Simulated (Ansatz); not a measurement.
# Al2BSe: a trial structure relaxed, part 2 of 2

The task: take a trial cell of Al2BSe to zero force and stress.

Ansatz 0.2.0; DFT PBE, scalar-relativistic, plane waves, PAW.

## Step 4: Relaxation on the finer mesh

The end of the coarse run is made exact in the group found at a tolerance of 0.06 Å and reduced to its primitive cell.

input.yaml reads:

```yaml
crystal:
  lattice:
    - [3.5639072032, 0.0, 0.0]
    - [-1.7819536016, 3.0864341747, 0.0]
    - [0.0, 0.0, 5.585233907]
  atoms:
    - { symbol: Al, position: [0.3333333333, 0.6666666667, 0.8330611635] }
    - { symbol: Al, position: [0.6666666667, 0.3333333333, 0.1669388365] }
    - { symbol: B, position: [0.0, 0.0, 0.0] }
    - { symbol: Se, position: [0.0, 0.0, 0.5] }
basis:
  ecutwfc: 420
kpoints:
  mp_grid: { grid: [15, 15, 8] }
hamiltonian:
  xc: pbe
scf:
  occupations: { method: gaussian, width: 0.1 }
output:
  forces: true
  stress: true
  eigenvalues: true
relax:
  adjacent_minimum: "off"
  f_tol: 0.01
  max_steps: 80
  cell: { stress_tol: 0.05 }
```

Started as:

```bash
$ ansatz run input.yaml --threads 1 --pin off --max-ram 2048MiB --backend cpu --events-out ev --progress --plain --runs-dir out
```

What it wrote:

```text
Warning: RAYON_NUM_THREADS=1 ignored (pool sized by the plan → 1); use --threads N
Engine: ansatz 0.2.0, aarch64-unknown-linux-gnu
Pseudopotentials: kind: paw
Pseudopotential: Al, paw, valence charge 3, recommended cutoff 420 eV (normal), Al.paw.azcp
Pseudopotential: B, paw, valence charge 3, recommended cutoff 420 eV (normal), B.paw.azcp
Pseudopotential: Se, paw, valence charge 16, recommended cutoff 420 eV (normal), Se.paw.azcp
Functional definition: PBE
  parameter kappa = 0.804
  parameter beta = 0.06672455060314922
  exchange = pbe_x(kappa = kappa, mu = beta*pi^2/3)
  correlation = pbe_c(beta = beta)
Crystal: 4 atoms, lattice volume = 61.436 Å³
Basis set: ecut = 420 eV, 1177 PW (Γ), exchange–correlation on 48×48×80 points (8 copies of the dense FFT grid, shifted against one another)
Bands: 17, of which v1, the nominal top of the filled ones, is band 13 counted from 1 (12 counted from 0)
Symmetry: 12 space group operations
Space group: P-3m1 (ITA 164), of the structure as read, at distance tolerance 3.9e-5 Å
k-points: 192 of 1800
Non-local potential: Al, projectors of the file, l = 0: 2, l = 1: 2, l = 2: 1
Non-local potential: B, projectors of the file, l = 0: 2, l = 1: 2, l = 2: 1
Non-local potential: Se, projectors of the file, l = 0: 2, l = 1: 2, l = 2: 3, l = 3: 1
PAW form: soft (Blöchl's): semilocal exchange-correlation on the pseudo side does not see the compensation charge
PAW one-centre angular grid: Al, 110 points (default); XC on 64 Gauss nodes
PAW one-centre angular grid: B, 110 points (default); XC on 64 Gauss nodes
PAW one-centre angular grid: Se, 590 points (default); XC on 64 Gauss nodes
Initial density: superposition of atomic densities (neutral atoms: chi_scale 0, normalization atom), corrected by the library's trained network
Initial wavefunctions: pseudopotential atomic-orbital guess
Functional: x = pbe(κ = 0.804, μ = 0.2195149727645171), c = pbe(β = 0.06672455060314922)
SCF iter   1: F=—  HF=-6699.778067 eV  |F-HF|=—  |Δ(HF+E_count)|=         —  Δρ=2.83e-3  dr2=4.54e-3  ethr=1.77e-3  ⟨swp⟩=5.8  Hψ=17875  notcnv=0
preconditioner: auto → Kerker (q_TF=auto, 2.349 Å⁻¹)  [metal: Δε(μ)=0.029 eV  Ē_g=8.868 eV  σ=0.100 eV  W_gap=0.16  n_scr=22 (ndim 8)  ℏωp=18.3 eV  f_vac=0.000  D(μ)=1.10/eV (n_scr^D=2)]
SCF iter   2: F=—  HF=-6699.777300 eV  |F-HF|=—  |Δ(HF+E_count)|=   7.67e-4  Δρ=1.66e-3  dr2=1.72e-3  ethr=1.82e-5  ⟨swp⟩=1.3  Hψ=4861  notcnv=0
SCF iter   3: F=—  HF=-6699.777305 eV  |F-HF|=—  |Δ(HF+E_count)|=   4.77e-6  Δρ=2.90e-4  dr2=9.54e-5  ethr=6.89e-6  ⟨swp⟩=2.5  Hψ=4418  notcnv=0
SCF iter   4: F=—  HF=-6699.777228 eV  |F-HF|=—  |Δ(HF+E_count)|=   7.65e-5  Δρ=1.31e-4  dr2=3.35e-5  ethr=3.81e-7  ⟨swp⟩=2.0  Hψ=5564  notcnv=0
SCF iter   5: F=—  HF=-6699.777213 eV  |F-HF|=—  |Δ(HF+E_count)|=   1.48e-5  Δρ=6.74e-5  dr2=5.85e-6  ethr=1.34e-7  ⟨swp⟩=2.1  Hψ=5482  notcnv=0
SCF iter   6: F=—  HF=-6699.777213 eV  |F-HF|=—  |Δ(HF+E_count)|=   6.63e-7  Δρ=1.65e-5  dr2=2.20e-7  ethr=2.34e-8  ⟨swp⟩=2.0  Hψ=5601  notcnv=0
SCF iter   7: F=-6699.777213 eV  HF=-6699.777213 eV  |F-HF|=1.90e-8  |Δ(HF+E_count)|=   8.10e-8  Δρ=4.11e-6  dr2=2.59e-8  ethr=4.00e-10  ⟨swp⟩=5.3  Hψ=13922  notcnv=0
SCF 1 converged in 7 iterations: F = -6699.777213 eV  dr2 = 2.59e-8
relax step   1: F+E_penalty+E_count = -6699.77721263 eV  Δ(F+E_penalty+E_count) = +0.000e0 eV  max|allowed force component| = 6.622e-2 eV/Å  Δτ_max = 0.0000 Å  P = +0.054 GPa  Ω = 61.436 Å³  (7 SCF iters, dr2 threshold 1.00e-7 eV, accepted)
Crystal: 4 atoms, lattice volume = 61.528 Å³
Initial density: handed on by an earlier stage of this run
Initial wavefunctions: those handed on with the density
iter 1 solved again at ethr=3.07e-6 eV; its pass at ethr=3.10e-3 eV (dr2=7.68e-4 eV) is discarded
SCF iter   1: F=—  HF=-6699.781245 eV  |F-HF|=—  |Δ(HF+E_count)|=         —  Δρ=1.14e-3  dr2=7.70e-4  ethr=3.07e-6  ⟨swp⟩=2.0  Hψ=20908  notcnv=0
preconditioner: auto → Kerker (q_TF=auto, 2.348 Å⁻¹)  [metal: Δε(μ)=0.014 eV  Ē_g=8.854 eV  σ=0.100 eV  W_gap=0.08  n_scr=22 (ndim 8)  ℏωp=18.3 eV  f_vac=0.000  D(μ)=1.52/eV (n_scr^D=8)]
SCF iter   2: F=—  HF=-6699.781141 eV  |F-HF|=—  |Δ(HF+E_count)|=   1.03e-4  Δρ=6.66e-4  dr2=2.53e-4  ethr=3.07e-6  ⟨swp⟩=1.0  Hψ=3264  notcnv=0
SCF iter   3: F=—  HF=-6699.781038 eV  |F-HF|=—  |Δ(HF+E_count)|=   1.04e-4  Δρ=1.09e-4  dr2=9.82e-6  ethr=1.01e-6  ⟨swp⟩=2.4  Hψ=4558  notcnv=0
SCF iter   4: F=—  HF=-6699.781037 eV  |F-HF|=—  |Δ(HF+E_count)|=   2.63e-7  Δρ=3.33e-5  dr2=1.72e-6  ethr=3.93e-8  ⟨swp⟩=2.4  Hψ=5533  notcnv=0
SCF iter   5: F=—  HF=-6699.781037 eV  |F-HF|=—  |Δ(HF+E_count)|=   7.30e-7  Δρ=1.84e-5  dr2=4.41e-7  ethr=1.60e-9  ⟨swp⟩=5.0  Hψ=15272  notcnv=0
SCF iter   6: F=-6699.781037 eV  HF=-6699.781037 eV  |F-HF|=9.56e-9  |Δ(HF+E_count)|=   4.91e-8  Δρ=4.83e-6  dr2=2.71e-8  ethr=1.60e-9  ⟨swp⟩=4.2  Hψ=10758  notcnv=0
SCF 2 converged in 6 iterations: F = -6699.781037 eV  dr2 = 2.71e-8
relax step   2: F+E_penalty+E_count = -6699.78103670 eV  Δ(F+E_penalty+E_count) = -3.824e-3 eV  max|allowed force component| = 3.926e-2 eV/Å  Δτ_max = 0.0082 Å  P = -0.204 GPa  Ω = 61.528 Å³  energy of the carried Pulay correction = -3.592e-5 eV  (6 SCF iters, dr2 threshold 4.00e-7 eV, accepted)
Crystal: 4 atoms, lattice volume = 61.454 Å³
iter 1 solved again at ethr=5.89e-7 eV; its pass at ethr=3.10e-3 eV (dr2=1.47e-4 eV) is discarded
SCF iter   1: F=—  HF=-6699.782541 eV  |F-HF|=—  |Δ(HF+E_count)|=         —  Δρ=4.18e-4  dr2=1.24e-4  ethr=5.89e-7  ⟨swp⟩=2.1  Hψ=19479  notcnv=0
preconditioner: auto → Kerker (q_TF=auto, 2.348 Å⁻¹)  [metal: Δε(μ)=0.011 eV  Ē_g=8.862 eV  σ=0.100 eV  W_gap=0.06  n_scr=22 (ndim 8)  ℏωp=18.3 eV  f_vac=0.000  D(μ)=1.46/eV (n_scr^D=8)]
SCF iter   2: F=—  HF=-6699.782452 eV  |F-HF|=—  |Δ(HF+E_count)|=   8.91e-5  Δρ=2.54e-4  dr2=5.06e-5  ethr=4.97e-7  ⟨swp⟩=1.0  Hψ=3264  notcnv=0
SCF iter   3: F=—  HF=-6699.782441 eV  |F-HF|=—  |Δ(HF+E_count)|=   1.11e-5  Δρ=3.33e-5  dr2=1.99e-6  ethr=2.02e-7  ⟨swp⟩=2.4  Hψ=4437  notcnv=0
SCF iter   4: F=-6699.782440 eV  HF=-6699.782441 eV  |F-HF|=4.26e-7  |Δ(HF+E_count)|=   3.11e-7  Δρ=1.56e-5  dr2=3.46e-7  ethr=1.60e-9  ⟨swp⟩=5.0  Hψ=15178  notcnv=0
SCF 3 converged in 4 iterations: F = -6699.782440 eV  dr2 = 3.46e-7
relax step   3: F+E_penalty+E_count = -6699.78244031 eV  Δ(F+E_penalty+E_count) = -1.404e-3 eV  max|allowed force component| = 1.439e-2 eV/Å  Δτ_max = 0.0024 Å  P = -0.065 GPa  Ω = 61.454 Å³  energy of the carried Pulay correction = -6.856e-6 eV  (4 SCF iters, dr2 threshold 4.00e-7 eV, accepted)
Crystal: 4 atoms, lattice volume = 61.406 Å³
iter 1 solved again at ethr=1.96e-7 eV; its pass at ethr=3.10e-3 eV (dr2=4.91e-5 eV) is discarded
SCF iter   1: F=—  HF=-6699.782599 eV  |F-HF|=—  |Δ(HF+E_count)|=         —  Δρ=2.07e-4  dr2=4.93e-5  ethr=1.96e-7  ⟨swp⟩=2.1  Hψ=19172  notcnv=0
preconditioner: auto → Kerker (q_TF=auto, 2.349 Å⁻¹)  [metal: Δε(μ)=0.009 eV  Ē_g=8.867 eV  σ=0.100 eV  W_gap=0.05  n_scr=22 (ndim 8)  ℏωp=18.4 eV  f_vac=0.000  D(μ)=1.41/eV (n_scr^D=2)]
SCF iter   2: F=—  HF=-6699.782516 eV  |F-HF|=—  |Δ(HF+E_count)|=   8.23e-5  Δρ=1.07e-4  dr2=1.32e-5  ethr=1.96e-7  ⟨swp⟩=1.1  Hψ=3293  notcnv=0
SCF iter   3: F=—  HF=-6699.782513 eV  |F-HF|=—  |Δ(HF+E_count)|=   3.37e-6  Δρ=2.20e-5  dr2=7.07e-7  ethr=5.26e-8  ⟨swp⟩=2.0  Hψ=3976  notcnv=0
SCF iter   4: F=-6699.782513 eV  HF=-6699.782513 eV  |F-HF|=6.96e-8  |Δ(HF+E_count)|=   1.45e-7  Δρ=6.03e-6  dr2=7.53e-8  ethr=5.36e-10  ⟨swp⟩=4.6  Hψ=12581  notcnv=0
SCF 4 converged in 4 iterations: F = -6699.782513 eV  dr2 = 7.53e-8
relax step   4: F+E_penalty+E_count = -6699.78251265 eV  Δ(F+E_penalty+E_count) = -7.234e-5 eV  max|allowed force component| = 2.211e-2 eV/Å  Δτ_max = 0.0027 Å  P = +0.039 GPa  Ω = 61.406 Å³  energy of the carried Pulay correction = +1.184e-5 eV  (4 SCF iters, dr2 threshold 1.34e-7 eV, accepted)
Crystal: 4 atoms, lattice volume = 61.413 Å³
iter 1 solved again at ethr=5.03e-8 eV; its pass at ethr=3.10e-3 eV (dr2=1.26e-5 eV) is discarded
SCF iter   1: F=—  HF=-6699.782625 eV  |F-HF|=—  |Δ(HF+E_count)|=         —  Δρ=1.18e-4  dr2=1.33e-5  ethr=5.03e-8  ⟨swp⟩=2.3  Hψ=17912  notcnv=0
preconditioner: auto → Kerker (q_TF=auto, 2.349 Å⁻¹)  [metal: Δε(μ)=0.003 eV  Ē_g=8.867 eV  σ=0.100 eV  W_gap=0.02  n_scr=22 (ndim 8)  ℏωp=18.4 eV  f_vac=0.000  D(μ)=1.42/eV (n_scr^D=2)]
SCF iter   2: F=—  HF=-6699.782551 eV  |F-HF|=—  |Δ(HF+E_count)|=   7.42e-5  Δρ=5.65e-5  dr2=2.79e-6  ethr=5.03e-8  ⟨swp⟩=1.8  Hψ=3797  notcnv=0
SCF iter   3: F=—  HF=-6699.782550 eV  |F-HF|=—  |Δ(HF+E_count)|=   7.11e-7  Δρ=1.46e-5  dr2=2.52e-7  ethr=1.12e-8  ⟨swp⟩=2.1  Hψ=4414  notcnv=0
SCF iter   4: F=-6699.782550 eV  HF=-6699.782550 eV  |F-HF|=1.73e-8  |Δ(HF+E_count)|=   4.62e-8  Δρ=3.32e-6  dr2=2.32e-8  ethr=1.22e-10  ⟨swp⟩=3.0  Hψ=11991  notcnv=0
SCF 5 converged in 4 iterations: F = -6699.782550 eV  dr2 = 2.32e-8
relax step   5: F+E_penalty+E_count = -6699.78255022 eV  Δ(F+E_penalty+E_count) = -3.757e-5 eV  max|allowed force component| = 1.369e-3 eV/Å  Δτ_max = 0.0017 Å  P = +0.011 GPa  Ω = 61.413 Å³  energy of the carried Pulay correction = +9.044e-6 eV  (4 SCF iters, dr2 threshold 3.05e-8 eV, accepted)
Initial wavefunctions: pseudopotential atomic-orbital guess (no wavefunctions were taken with the density)
iter 1 solved again at ethr=2.19e-8 eV; its pass at ethr=3.10e-3 eV (dr2=5.48e-6 eV) is discarded
SCF iter   1: F=—  HF=-6699.782559 eV  |F-HF|=—  |Δ(HF+E_count)|=         —  Δρ=1.58e-4  dr2=3.54e-7  ethr=2.19e-8  ⟨swp⟩=3.0  Hψ=27184  notcnv=0
preconditioner: auto → Kerker (q_TF=auto, 2.349 Å⁻¹)  [metal: Δε(μ)=0.001 eV  Ē_g=8.867 eV  σ=0.100 eV  W_gap=0.01  n_scr=22 (ndim 8)  ℏωp=18.4 eV  f_vac=0.000  D(μ)=1.41/eV (n_scr^D=2)]
SCF iter   2: F=—  HF=-6699.782549 eV  |F-HF|=—  |Δ(HF+E_count)|=   9.93e-6  Δρ=8.00e-5  dr2=1.01e-7  ethr=1.42e-9  ⟨swp⟩=2.1  Hψ=4388  notcnv=0
SCF iter   3: F=—  HF=-6699.782571 eV  |F-HF|=—  |Δ(HF+E_count)|=   2.14e-5  Δρ=1.34e-6  dr2=3.00e-9  ethr=4.03e-10  ⟨swp⟩=1.6  Hψ=3941  notcnv=0
SCF iter   4: F=—  HF=-6699.782571 eV  |F-HF|=—  |Δ(HF+E_count)|=   2.52e-9  Δρ=1.11e-6  dr2=1.60e-9  ethr=1.20e-11  ⟨swp⟩=2.5  Hψ=5164  notcnv=0
SCF iter   5: F=—  HF=-6699.782571 eV  |F-HF|=—  |Δ(HF+E_count)|=   1.59e-9  Δρ=5.91e-7  dr2=3.87e-10  ethr=6.42e-12  ⟨swp⟩=1.3  Hψ=3457  notcnv=0
SCF iter   6: F=—  HF=-6699.782571 eV  |F-HF|=—  |Δ(HF+E_count)|=  1.40e-10  Δρ=2.58e-7  dr2=4.02e-11  ethr=1.55e-12  ⟨swp⟩=2.2  Hψ=4191  notcnv=0
SCF iter   7: F=-6699.782571 eV  HF=-6699.782571 eV  |F-HF|=3.64e-12  |Δ(HF+E_count)|=  1.46e-11  Δρ=8.11e-8  dr2=2.54e-12  ethr=1.00e-12  ⟨swp⟩=4.0  Hψ=9825  notcnv=0
SCF 6 converged in 7 iterations: F = -6699.782571 eV  dr2 = 2.54e-12
relax step   6: F+E_penalty+E_count = -6699.78257079 eV  Δ(F+E_penalty+E_count) = -2.057e-5 eV  max|allowed force component| = 1.445e-3 eV/Å  Δτ_max = 0.0000 Å  P = +0.012 GPa  Ω = 61.413 Å³  stress off target by 2.79e-2 GPa  SCF on the basis re-selected at this cell (its energy is not comparable with the rows above)  (7 SCF iters)
basis re-selected at this cell: Δ(F+E_penalty+E_count) = -2.057e-5 eV, ΔP = +0.001 GPa vs the last step (what re-selecting the basis moved, of the pressure what is left beyond the Pulay correction that the steps carried, after the strain that the cell walked since its last selection, with what the two solves' SCF thresholds leave and, on support functions, any second-order correction that the steps lacked; it is no measure of the basis error at this ecutwfc). This SCF's stress stands 2.79e-2 GPa from its target on what of the cell is left free (relax.cell.stress_tol is 5.00e-2 GPa) and its largest allowed force component is 1.44e-3 eV/Å (relax.f_tol is 1.00e-2 eV/Å): within both
SCF converged after 7 iterations
Free energy (F): -6699.782571 eV
Harris-Foulkes:  -6699.782571 eV  (|F-HF|=3.64e-12)
Internal energy: -6699.775505 eV  (E = F + TS)
E sigma→0 (E₀):  -6699.779038 eV
Entropy (-TS):   -0.007065 eV (-1.766 meV/atom)
Fermi energy:    9.100639 eV
--- Per-component energies (eV) ---
  E_band       = -338.164324
  E_kinetic    = 212.185681
  E_local      = -2821.014528  (includes V_loc(G=0)·N_el)
  E_nonlocal   = -563.367460
  E_hartree    = 1409.991750
  E_xc         = -216.031384
  E_vxc        = -194.660530  (∫ρ·V_xc dr)
  E_paw        = -2924.524010  (= ΣΔE_a)
  E_vpaw       = 208.709579  (= ΣTr[D̂ρ^β])
  E_aug_tail   = -0.000590  (compensation charges beyond the density's cutoff)
  E_ewald      = -1797.014964
  E_smearing   = -0.007065  (= −TS)
  E_closure    = 0.000000  (closes the sum)
  Σ components = -6699.782571   (vs F -6699.782571, Δ=0.00e0)
--- Forces (eV/Å), atoms counted from 1 ---
  atom   1  Al     0.00000000    -0.00000000     0.00144459
  atom   2  Al    -0.00000000     0.00000000    -0.00144459
  atom   3  B     -0.00000000    -0.00000000     0.00000000
  atom   4  Se     0.00000000     0.00000000     0.00000000
  max |Σ_I F_I| component: 4.63e-18 eV/Å
--- Stress (GPa, compression-positive) ---
        0.003602      -0.000000       0.000000
       -0.000000       0.003602      -0.000000
        0.000000      -0.000000       0.027923
  P = ⅓ Tr σ = 0.0117 GPa (0.117 kbar)
--- Band table (eV; the first three rows and the last of 192) ---
  k-point 0: bands = ["-39.0574", "-39.0197", "-39.0197", "-38.8989", "-38.8989", "-5.6660", "-1.0652", "1.4487", "7.6967", "7.6967", "9.8251", "9.8251", "11.1001", "11.1335", "12.6815", "12.6815", "14.2646"]
  k-point 1: bands = ["-39.0574", "-39.0197", "-39.0197", "-38.8989", "-38.8989", "-5.6388", "-1.3262", "1.8729", "7.7474", "7.7474", "9.7082", "9.7082", "10.0779", "11.4961", "12.7366", "12.7366", "14.1565"]
  k-point 2: bands = ["-39.0574", "-39.0197", "-39.0197", "-38.8989", "-38.8989", "-5.5689", "-1.8008", "2.8462", "7.8938", "7.8938", "8.5969", "9.4141", "9.4141", "11.6875", "12.8776", "12.8776", "13.7456"]
  k-point 191: bands = ["-39.0565", "-39.0201", "-39.0201", "-38.8980", "-38.8980", "-3.9745", "1.1105", "3.0910", "3.0910", "3.8506", "3.8506", "7.4839", "8.2783", "12.2630", "12.2630", "13.3441", "13.3441"]
--- Relaxed structure (5 steps of the walk, 5 accepted, 1 SCFs on fresh bases) ---
  F+E_penalty+E_count = -6699.78257079 eV   max|allowed force component| = 1.445e-3 eV/Å   (the final SCF, on the basis selected at the relaxed cell)
  cell:  # Å, volume = 61.4131 Å³
    - [3.5438321915761755, 2.5521776463665127e-33, 1.4107081232043203e-18]
    - [-1.7719160957880877, 3.0690487046540493, -7.0535406160216045e-19]
    - [2.2108136922107507e-18, 1.8173936307305895e-34, 5.646564640198391]
  atoms:
    - { symbol: Al, position: [0.3333333333333333, 0.6666666666666667, 0.832208008322089] }
    - { symbol: Al, position: [0.6666666666666667, 0.3333333333333333, 0.16779199167791134] }
    - { symbol: B, position: [8.247231715581259e-35, 6.906232139869729e-36, 2.3182538441796384e-69] }
    - { symbol: Se, position: [4.81482486096809e-35, 2.023119768032427e-35, 0.5] }
```

Run time: 64 s. Hardware: 1 thread of Arm Neoverse V1, shared host; peak memory 0.47 GiB.

Relaxation path:

| step | energy from step 1 (eV/cell) | largest force component (eV/Å) | pressure (GPa) | volume (Å³) |
| --- | --- | --- | --- | --- |
| 1 | 0.0000 | 0.0662 | 0.05 | 61.44 |
| 2 | -0.0038 | 0.0393 | -0.20 | 61.53 |
| 3 | -0.0052 | 0.0144 | -0.06 | 61.45 |
| 4 | -0.0053 | 0.0221 | 0.04 | 61.41 |
| 5 | -0.0053 | 0.0014 | 0.01 | 61.41 |
| 6 | -0.0054 | 0.0014 | 0.01 | 61.41 |

Step 1 is the start. Step 6 repeats the geometry before it on a plane-wave basis chosen anew for that cell, so its energy need not be comparable with the rows above.

|  | before | after | change |
| --- | --- | --- | --- |
| a (Å) | 3.564 | 3.544 | -0.6 % |
| b (Å) | 3.564 | 3.544 | -0.6 % |
| c (Å) | 5.585 | 5.647 | +1.1 % |
| volume (Å³/atom) | 15.36 | 15.35 | 0.0 % |
| shortest distance (Å) | 2.259 | 2.255 | -0.2 % |
| space group (0.01 Å) | P-3m1 | P-3m1 | same |

The run keeps the 12 symmetry operations of the start, so it could not have lowered the symmetry.

## Step 5: Variant: mp_grid.grid [12, 12, 6], n_extra_bands 8

input.yaml reads:

```yaml
crystal:
  lattice:
    - [3.5438321916, 0.0, 0.0]
    - [-1.7719160958, 3.0690487047, 0.0]
    - [0.0, 0.0, 5.6465646402]
  atoms:
    - { symbol: Al, position: [0.3333333333, 0.6666666667, 0.8322080083] }
    - { symbol: Al, position: [0.6666666667, 0.3333333333, 0.1677919917] }
    - { symbol: B, position: [0.0, 0.0, 0.0] }
    - { symbol: Se, position: [0.0, 0.0, 0.5] }
basis:
  ecutwfc: 420
kpoints:
  mp_grid: { grid: [12, 12, 6] }
hamiltonian:
  xc: pbe
scf:
  occupations: { method: gaussian, width: 0.1 }
  n_extra_bands: 8
output:
  forces: true
  eigenvalues: true
  stress: true
```

Started as:

```bash
$ ansatz run input.yaml --threads 1 --pin off --max-ram 2048MiB --backend cpu --events-out ev --progress --plain --runs-dir out
```

What it wrote, cut to the lines that bear on the results:

```text
Warning: RAYON_NUM_THREADS=1 ignored (pool sized by the plan → 1); use --threads N
scf.n_extra_bands = 8 over 13 filled bands (N_el = 25.0): the run solves 21 bands
[...]
[... 5 set-up lines as earlier in the session ...]
[...]
Crystal: 4 atoms, lattice volume = 61.413 Å³
Basis set: ecut = 420 eV, 1177 PW (Γ), exchange–correlation on 48×48×80 points (8 copies of the dense FFT grid, shifted against one another)
Bands: 21, of which v1, the nominal top of the filled ones, is band 13 counted from 1 (12 counted from 0)
[... 2 set-up lines as earlier in the session ...]
[...]
SCF iter   1: F=—  HF=-6699.778303 eV  |F-HF|=—  |Δ(HF+E_count)|=         —  Δρ=2.84e-3  dr2=4.78e-3  ethr=1.77e-3  ⟨swp⟩=5.7  Hψ=10863  notcnv=0  defer=17
[...]
SCF iter   7: F=-6699.776987 eV  HF=-6699.776987 eV  |F-HF|=9.17e-8  |Δ(HF+E_count)|=   3.55e-7  Δρ=6.64e-6  dr2=8.64e-8  ethr=4.00e-10  ⟨swp⟩=5.9  Hψ=10243  notcnv=0
[...]
SCF converged after 7 iterations
Free energy (F): -6699.776987 eV
[...]
E sigma→0 (E₀):  -6699.772374 eV
Entropy (-TS):   -0.009226 eV (-2.306 meV/atom)
Fermi energy:    9.107459 eV
[...]
--- Forces (eV/Å), atoms counted from 1 ---
  atom   1  Al     0.00000000     0.00000000    -0.00367249
  atom   2  Al     0.00000000    -0.00000000     0.00367249
  atom   3  B      0.00000000     0.00000000     0.00000000
  atom   4  Se     0.00000000     0.00000000     0.00000000
[...]
--- Stress (GPa, compression-positive) ---
       -0.042934      -0.000000      -0.000000
       -0.000000      -0.042934      -0.000000
       -0.000000      -0.000000      -0.188396
  P = ⅓ Tr σ = -0.0914 GPa (-0.914 kbar)
--- Band table (eV; the first three rows and the last of 100) ---
[... band rows left out ...]
[...]
```

It took 6.2 s on 1 thread of Arm Neoverse V1, shared host; peak memory 0.38 GiB.

```
    run     ending  energy change  pressure (GPa)  gap (eV)  force (eV/Å)  cycles   time
 step 4  converged              0             0.0      0.00          0.00       -   64 s
variant  converged  +1.4 meV/atom            -0.1      0.00          0.00       7  6.2 s
```

Changing the k-point mesh and band count moves the energy by +1.4 meV/atom. Sampling errors of the energy have no fixed sign. Of the settings changed, the mesh is the one that moves energies this far.

## Step 6: What came out

This closing draws on all 2 parts. Changes of volume or cell count from the first structure of part 1.

| quantity | value |
| --- | --- |
| symmetry at the end (tolerance 0.05 Å) | space group P-3m1 (No. 164) |
| conventional cell | a = 3.544 Å, b = 3.544 Å, c = 5.647 Å, α = 90.00°, β = 90.00°, γ = 120.00° |
| volume | 15.35 Å³/atom |
| energy over the elements | +0.06 eV/atom |
| gap on the mesh | none (metal) |

The space group P-3m1 (No. 164) is kept, and the volume per atom grows by 11.6 % from the first guess. The formation energy is positive, so the separate elements lie lower. No finished test with a distortion of lower symmetry is shown, so the end may be a saddle point. Spin polarisation is off in the runs that give these values; a magnetic solution could lie lower.
